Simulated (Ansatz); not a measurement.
# WH (sextet): from Hartree-Fock to the top rungs at distance W1–H2 = 3.833 Å, def2-SVP

How much of the correlation energy of WH (sextet) does each wave-function method recover here?

Program: Ansatz 0.2.0, Gaussian basis. Level of theory: def2-SVP, core rule «outside noble gas», up to 4 orbitals frozen. These are calculated values, not measurements.

To be run: UHF; CCSD(T) on natural orbitals of UHF; CCSD(T) on UHF; CISD; CCSDT(Q) on natural orbitals of UHF; CCSDT(Q) on UHF; CASSCF and MRCISD+Q, 7 electrons in 7 orbitals; CASSCF and NEVPT2, 7 electrons in 7 orbitals; Full CI.

14 further runs of the same task are left out: 2 for a known fault of the program, 10 that didn't finish, 2 set aside as unsound or not needed.

## (1) The geometry

The geometry derives from a PBE0/def2-TZVP stationary point (not a proven minimum). One bond is set to the value named and the two fragments are kept rigid. No spin-orbit coupling is included. Elements past krypton take def2 core potentials.

2 atoms, charge 0, spin multiplicity 6.

Atoms are counted from 1 here; the program's logs count them from 0.

No contacts short enough for the rule that draws bonds.

Geometry (Å):

```tsv
atom	x (Å)	y (Å)	z (Å)
W1	0.00000	0.00000	0.00000
H2	0.00000	0.00000	3.83300
```

## (2) UHF

in.yaml

```yaml
crystal:
  periodic: [false, false, false]
  atoms:
    - {symbol: W, position_ang: [0.000000, 0.000000, 0.000000]}
    - {symbol: H, position_ang: [0.000000, 0.000000, 3.833000]}
basis:
  gaussian: {orbitals: def2-SVP}
magnetization: {spin_polarized: true, initial_magnetization: 5}
hamiltonian: {xc: hf}
output: {orbitals: {seedname: orbitals}}
```

Run with:

```
$ ansatz run in.yaml --threads 1 --pin off --events-out ev --progress --plain --max-ram 2393MiB
```

After this run come: CCSD(T) on natural orbitals of UHF; CCSD(T) on UHF; CISD; CCSDT(Q) on natural orbitals of UHF; CCSDT(Q) on UHF; CASSCF and MRCISD+Q, 7 electrons in 7 orbitals; CASSCF and NEVPT2, 7 electrons in 7 orbitals; Full CI.

**Question.** What will the summary of the whole plan be? Wanted: FCI below the RHF energy; RMP2 from FCI; RCCSD from FCI; RCCSD(T) from FCI; RCCSDT(Q) from FCI; NEVPT2 valence from FCI; MRCISD+Q valence from FCI; T1 diagnostic; effectively unpaired electrons.

As calculated:

```
                         quantity                                                                 value
         FCI below the RHF energy                                                            -2.8898 eV
                    RMP2 from FCI                                                            +620.7 meV
                   RCCSD from FCI                                                             +23.3 meV
                RCCSD(T) from FCI                                                             -17.0 meV
               RCCSDT(Q) from FCI                                                             -35.3 meV
          NEVPT2 valence from FCI                                                            +490.7 meV
        MRCISD+Q valence from FCI                                                             -37.5 meV
levels within 1 kcal/mol (43 meV)  RCCSD, RCCSD(T), RCCSDT, RCCSDT(Q), MRCISD valence, MRCISD+Q valence
                    T1 diagnostic                                                                 0.307
   effectively unpaired electrons                                                                  6.88
```

**Reading.** RCCSD(T) lands -17.0 meV from the yardstick (0.6 % of the correlation energy). RCCSD(T), RCCSDT, RCCSDT(Q), MRCISD+Q valence fall below full CI, which methods that aren't variational can do. The occupations show strong static correlation (6.9 unpaired electrons where one determinant has 5). Coupled cluster on one determinant still stays close here. Of the multireference levels listed MRCISD+Q valence comes nearest in total energy (-37.5 meV), which doesn't show that its space is the better one. Coupled cluster took another determinant than the lowest Hartree-Fock one. These misses are within one basis, not against nature.
